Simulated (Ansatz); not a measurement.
# CH9GeNSi: one species, many methods

How much do the methods differ for CH9GeNSi? The plan is to run it at one geometry with functionals of several rungs and with coupled cluster, and see how far each lands from CCSD(T) at the basis-set limit for the atomisation energy.

Computed with Ansatz 0.2.0, Gaussian basis. Level: functionals in def2-TZVPP, the program's frozen cores in correlated methods.

The runs, in order: LDA (SPW92), PBE-D4, revPBE-D4, BLYP-D4, r2SCAN-D4, B97M-V, PBE0-D4, B3LYP-D4, r2SCANh-D4, r2SCAN0-D4, HSE06-D4, BHLYP-D4, CAM-B3LYP-D4, LC-ωPBE, ωB97X-V, ωB97M-V, B2PLYP, PBE-QIDH; CCSD(T)/def2-SVP; CCSD(T)/def2-TZVPP; MP2/def2-QZVPP; extrapolation to the limit; RPA on PBE.

**1. The relaxed structure**

All runs share one geometry, relaxed beforehand with PBE0-D4 in a triple-zeta def2 set.

SMILES `C[N]([SiH3])[GeH3]`, 13 atoms, charge 0, spin multiplicity 1.

Atoms are counted from 1 here; the program's logs count them from 0.

Bond lengths: C1–N2 1.456 Å, C1–H5 1.096 Å, C1–H6 1.095 Å, C1–H7 1.098 Å, N2–Si3 1.718 Å, N2–Ge4 1.840 Å, Si3–H8 1.485 Å, Si3–H9 1.490 Å, Si3–H10 1.494 Å, Ge4–H11 1.541 Å, Ge4–H12 1.533 Å, Ge4–H13 1.544 Å. Angles: N2–C1–H5 111.1°, N2–C1–H6 110.6°, N2–C1–H7 113.0°, H5–C1–H6 106.8°, H5–C1–H7 107.7°, H6–C1–H7 107.5°, C1–N2–Si3 118.3°, C1–N2–Ge4 115.9°, Si3–N2–Ge4 124.3°, N2–Si3–H8 108.2°, N2–Si3–H9 109.4°, N2–Si3–H10 113.7°, H8–Si3–H9 110.5°, H8–Si3–H10 108.3°, H9–Si3–H10 106.6°, N2–Ge4–H11 107.4°, N2–Ge4–H12 108.0°, N2–Ge4–H13 110.7° and more.

**2. LDA**

This LDA is Slater exchange with PW92 correlation.

in.yaml

```yaml
crystal:
  periodic: [false, false, false]
  atoms:
    - {symbol: C, position_ang: [-0.351677, 1.233404, -0.816074]}
    - {symbol: N, position_ang: [-0.119223, 0.076627, 0.037090]}
    - {symbol: Si, position_ang: [0.601392, 0.331553, 1.576206]}
    - {symbol: Ge, position_ang: [-0.275831, -1.566778, -0.776597]}
    - {symbol: H, position_ang: [-1.241134, 1.090527, -1.439502]}
    - {symbol: H, position_ang: [-0.529546, 2.128353, -0.210551]}
    - {symbol: H, position_ang: [0.492604, 1.449524, -1.483765]}
    - {symbol: H, position_ang: [0.570604, -0.952657, 2.321663]}
    - {symbol: H, position_ang: [-0.159936, 1.380546, 2.311864]}
    - {symbol: H, position_ang: [2.018266, 0.800651, 1.506475]}
    - {symbol: H, position_ang: [-1.658528, -1.614942, -1.454336]}
    - {symbol: H, position_ang: [-0.135497, -2.646224, 0.303154]}
    - {symbol: H, position_ang: [0.809007, -1.745285, -1.860728]}
basis:
  gaussian: {orbitals: def2-TZVPP}
hamiltonian: {xc: lda}
output: {orbitals: {seedname: orbitals}}
```

The run is started by

```
$ ansatz run in.yaml --threads 4 --pin off --events-out ev --progress --plain --max-ram 10444MiB
```

Further steps of the session: PBE-D4 (GGA); revPBE-D4 (GGA); BLYP-D4 (GGA); r2SCAN-D4 (meta-GGA); B97M-V (meta-GGA); PBE0-D4 (hybrid); B3LYP-D4 (hybrid); r2SCANh-D4 (hybrid); r2SCAN0-D4 (hybrid); HSE06-D4 (hybrid); BHLYP-D4 (hybrid); CAM-B3LYP-D4 (range-separated); LC-ωPBE (range-separated); ωB97X-V (range-separated); ωB97M-V (range-separated); B2PLYP (double hybrid); PBE-QIDH (double hybrid); CCSD(T) in def2-SVP; CCSD(T) in def2-TZVPP; MP2 in def2-QZVPP; RPA on PBE orbitals.

**Question.** What will the summary of the whole plan be? Wanted: atomisation energy, CCSD(T)/CBS; farthest beyond LDA; mean size of error, GGA; mean size of error, meta-GGA; mean size of error, hybrid; mean size of error, range-separated; mean size of error, double hybrid; gap, smallest and largest; T1 diagnostic.

The runs gave:

| quantity | value |
| --- | --- |
| atomisation energy, CCSD(T)/CBS | 4145.1 kJ/mol |
| functionals within 41.5 kJ/mol (1.0 %) | PBE-D4, r2SCAN-D4, B97M-V, B3LYP-D4, CAM-B3LYP-D4, ωB97X-V, ωB97M-V |
| farthest beyond LDA | revPBE-D4 (-89.7 kJ/mol) |
| mean size of error, GGA | 49.9 kJ/mol |
| mean size of error, meta-GGA | 17.8 kJ/mol |
| mean size of error, hybrid | 48.3 kJ/mol |
| mean size of error, range-separated | 24.6 kJ/mol |
| mean size of error, double hybrid | 60.4 kJ/mol |
| gap, smallest and largest | 4.62 eV (LDA (SPW92)), 11.82 eV (LC-ωPBE) |
| T1 diagnostic | 0.0111 |
| triples share of the correlation energy | 3.5 % |

In words: The LDA atomisation energy is off by 491.1 kJ/mol (12 %): it overbinds. PBE-D4 misses by -16.9 kJ/mol. Double hybrids carry the basis error of their MP2 part in triple zeta, and no dispersion term here, so their miss is partly the set-up's. The rungs meta-GGA, range-separated miss on average by less than the doubt on the reference (41.5 kJ/mol), so they tie. The reference freezes the cores and leaves out relativity and excitations past (T), and its outer-core shells are covered unevenly, so misses under about 41.5 kJ/mol can't be ranked. Hartree-Fock recovers 73 % of the binding; the rest is correlation. CCSD(T) in def2-SVP is off by -255.1 kJ/mol, which most functionals beat. Orbital gaps span 4.6 to 11.8 eV; exact exchange widens them. Correlated methods include outer-core shells of Ge, which these sets cover unevenly.
